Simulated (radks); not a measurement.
# Ir⁷²⁺ in [He] 2s2 2p1: an all-electron calculation

Aim: the levels, the sizes of the orbitals and the parts of the energy of the iridium ion Ir72+.

The numbers are computed with radks (a radial shooting solver on a logarithmic mesh, Libxc functionals) version 1 (Dirac Kohn-Sham, PBE, spin-unpolarised, spherical densities, point nucleus; open shells fill j = l - 1/2 first), except any that are marked as measured or tabulated.

### 1 The atom as given

- element: iridium (Z = 77)
- charge: +72
- electrons: 5
- configuration: [He] 2s2 2p1

### 2 The run

Settings of this run:

```text
Z 77
configuration [He] 2s2 2p1
relativity Dirac
functional pbe,pbe
spin unpolarised
j_filling energy
nucleus point
c 137.035999084
```

What does the calculation give?

The runs gave:

```
                        quantity                     value
                    total energy        -8770.4842 hartree
exchange-correlation share of it                    0.96 %
                            −T/E                    1.2201
          highest occupied level          2p1/2, -20490 eV
    most extended occupied level  2s1/2, <r> = 0.0702 bohr
 radius at density 0.001 e/bohr³                0.277 bohr
    maxima of the radial density                         2
         ionisation energy, NIST         20650 (theory) eV
```

**Reading.** The radial density shows 2 maxima for 2 occupied principal shells. Relativity lifts −T/E to 1.220. The top level binds by 20490 eV, 99 % of the NIST ionisation energy of 20650 eV. Spin polarisation and multiplet splitting are left out.
